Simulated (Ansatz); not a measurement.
# Yb₃SnC, space group Pm-3m: cell relaxations under several functionals

With the Ansatz DFT code, driven from Python.

The cells in order, each with its output:

In [1]:
```python
from dataclasses import dataclass

import ansatz as az
from ase import Atoms
import numpy as np


@dataclass
class Settings:
    cutoff: int = 470
    kmesh: tuple[int, ...] = (5, 5, 5)
    occupations: str = "Marzari-Vanderbilt"
    smearing_width: float = 0.15
    force_tol: float = 0.01


settings = Settings()

def edges_and_angles(cell):
    cell = np.asarray(cell)
    a, b, c = np.linalg.norm(cell, axis=1)
    cosines = cell[1] @ cell[2] / (b * c), cell[0] @ cell[2] / (a * c), cell[0] @ cell[1] / (a * b)
    return (a, b, c, *np.degrees(np.arccos(cosines)))
```

In [2]:
```python
atoms = Atoms(
    ["Yb", "Yb", "Yb", "Sn", "C"],
    scaled_positions=[
        (0.0, 0.5, 0.5),
        (0.5, 0.0, 0.5),
        (0.5, 0.5, 0.0),
        (0.5, 0.5, 0.5),
        (0.0, 0.0, 0.0),
    ],
    cell=[
        (5.914847, 0.0, 0.0),
        (0.0, 5.914847, 0.0),
        (0.0, 0.0, 5.914847),
    ],
    pbc=True,
)
yb3snc = az.Crystal.from_ase(atoms)

yb3snc.resolved().tree()["lattice"]
```
Out [2]:
```text
((5.914847, 0.0, 0.0), (0.0, 5.914847, 0.0), (0.0, 0.0, 5.914847))
```

In [3]:
```python
job = (
    yb3snc.calculation()
    .basis(settings.cutoff)
    .kpoints(*settings.kmesh)
    .occupations(settings.occupations, width=settings.smearing_width)
    .relax(cell=True, force_tolerance=settings.force_tol)
)
```

In [4]:
```python
levels = [("pbe", "d3bj"), ("pbesol", "none"), ("pbe", "none"), ("r2scan", "none")]
print("level            a       b       c    alpha   beta  gamma  V/atom  steps")
for name, dispersion in levels:
    seen = []
    run = job.functional(name, dispersion=dispersion).session().plan()
    out = run.execute(on_event=lambda e: seen.append(e) if e["event"] == "relax_step" else None)
    cell = out.lattice.cell_ang
    label = name if dispersion == "none" else f"{name}+{dispersion}"
    print("{:13s} {:7.4f} {:7.4f} {:7.4f} {:6.2f} {:6.2f} {:6.2f}".format(label, *edges_and_angles(cell)), f"{abs(np.linalg.det(cell)) / len(out.lattice.sites):7.3f} {len(seen):5d}")
```
```text
level            a       b       c    alpha   beta  gamma  V/atom  steps
pbe+d3bj       5.6904  5.6904  5.6904  90.00  90.00  90.00  36.851     5
pbesol         5.6614  5.6614  5.6614  90.00  90.00  90.00  36.292     5
pbe            5.7720  5.7720  5.7720  90.00  90.00  90.00  38.461     5
DeckWarning: basis.ecutwfc = 470 eV is below the records' recommended 500 eV, and the density's cutoff is lower with it unless basis.ecutrho_ratio is high enough to keep the records' density cutoff: compare with a run at a higher cutoff
r2scan         5.7198  5.7198  5.7198  90.00  90.00  90.00  37.426     5
```

From smallest to largest: PBEsol (36.29 Å³ an atom, -12.3 % against the start), PBE+D3BJ (36.85 Å³ an atom, -11.0 % against the start), r2SCAN (37.43 Å³ an atom, -9.6 % against the start) and PBE (38.46 Å³ an atom, -7.1 % against the start). The spread is 6.0 % in volume.

Notes:
- The cutoff lies under the one recommended for these potentials in some of the runs.
- Semilocal functionals put the nearly full 4f shell of Yb too close to the Fermi level.
- Forces vanish by symmetry, so the ions can't move, and the end may be a saddle.
- Dispersion corrections can be off by several per cent in the lattices of metals, and by several GPa in the pressure at a fixed cell.
- For a metal this k-point mesh is coarse: on a finer one energies can move by several to tens of meV an atom and pressures by half a GPa or more, differences at one mesh by less.
- The structure comes from a database of computed cells and needn't be a stable or known phase.
- Warnings are shown shortened and without file and line.
- Wall time of the script: 4.9 min on 1 thread of Arm Neoverse V2 (shared host), peak memory 1 GiB.
